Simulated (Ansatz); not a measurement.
# MoS2: the cost of one run

Program: Ansatz 0.2.0. Level of theory: DFT PBE, spin-orbit coupling, plane waves, PAW, and further levels as typed in the inputs. These are calculated values, not measurements.

## (1) The structure to begin with

It takes space group P6_3/mmc (No. 194, hexagonal). The conventional cell has a = 3.160 Å, b = 3.160 Å, c = 12.294 Å, α = 90.00°, β = 90.00°, γ = 120.00°. Around Mo (site symmetry -6m2) lie 6 S at 2.42 Å. S (site symmetry 3m) has 3 Mo at 2.42 Å as nearest neighbours.

Coordinates:

```
CELL_PARAMETERS angstrom
3.16000 0.00000 0.00000
-1.58000 2.73664 0.00000
0.00000 0.00000 12.29400
ATOMIC_POSITIONS crystal
Mo 0.33333 0.66667 0.25000
Mo 0.66667 0.33333 0.75000
S 0.33333 0.66667 0.62100
S 0.66667 0.33333 0.37900
S 0.66667 0.33333 0.12100
S 0.33333 0.66667 0.87900
```

## (2) Single point: MoS2

File input.yaml:

```yaml
crystal:
  lattice:
    - [3.16, 0.0, 0.0]
    - [-1.58, 2.73664028, 0.0]
    - [0.0, 0.0, 12.294]
  atoms:
    - { symbol: Mo, position: [0.33333333, 0.66666667, 0.25] }
    - { symbol: Mo, position: [0.66666667, 0.33333333, 0.75] }
    - { symbol: S, position: [0.33333333, 0.66666667, 0.621] }
    - { symbol: S, position: [0.66666667, 0.33333333, 0.379] }
    - { symbol: S, position: [0.66666667, 0.33333333, 0.121] }
    - { symbol: S, position: [0.33333333, 0.66666667, 0.879] }
scf:
  occupations: { method: gaussian, width: 0.03 }
output:
  eigenstates:
    kpoints:
      - [0, 0, 0]
      - [0.01, 0.01, 0]
      - [0.02, 0.02, 0]
      - [0.03, 0.03, 0]
      - [0.04, 0.04, 0]
      - [0.06, 0.06, 0]
      - [0.09, 0.09, 0]
      - [0.13, 0.13, 0]
      - [0.17, 0.17, 0]
      - [0.21, 0.21, 0]
      - [0.25, 0.25, 0]
      - [0.28, 0.28, 0]
      - [0.3133333, 0.3133333, 0.0]
      - [0.32, 0.32, 0.0]
      - [0.3266667, 0.3266667, 0.0]
      - [0.3333333, 0.3333333, 0.0]
      - [0.34, 0.34, 0.0]
      - [0.3466667, 0.3466667, 0.0]
      - [0.3533333, 0.3533333, 0.0]
      - [0.5, 0, 0]
      - [0.48, 0.02, 0]
      - [0.46, 0.04, 0]
      - [0, 0, 0.5]
      - [0.3333333, 0.3333333, 0.5]
hamiltonian:
  xc: pbe
kpoints:
  mp_grid: { grid: [9, 9, 3] }
magnetization:
  noncollinear: true
  spin_orbit: true
```

Command:

```
$ ansatz run input.yaml --threads 4 --pin off --max-ram 12288MiB --backend cpu --events-out ev --progress --plain --runs-dir out
```

**Question.** How long does this run take on 4 threads of Arm Neoverse V2, shared host, and how much memory does it need?

About 16 s, with a peak of 0.82 GiB.
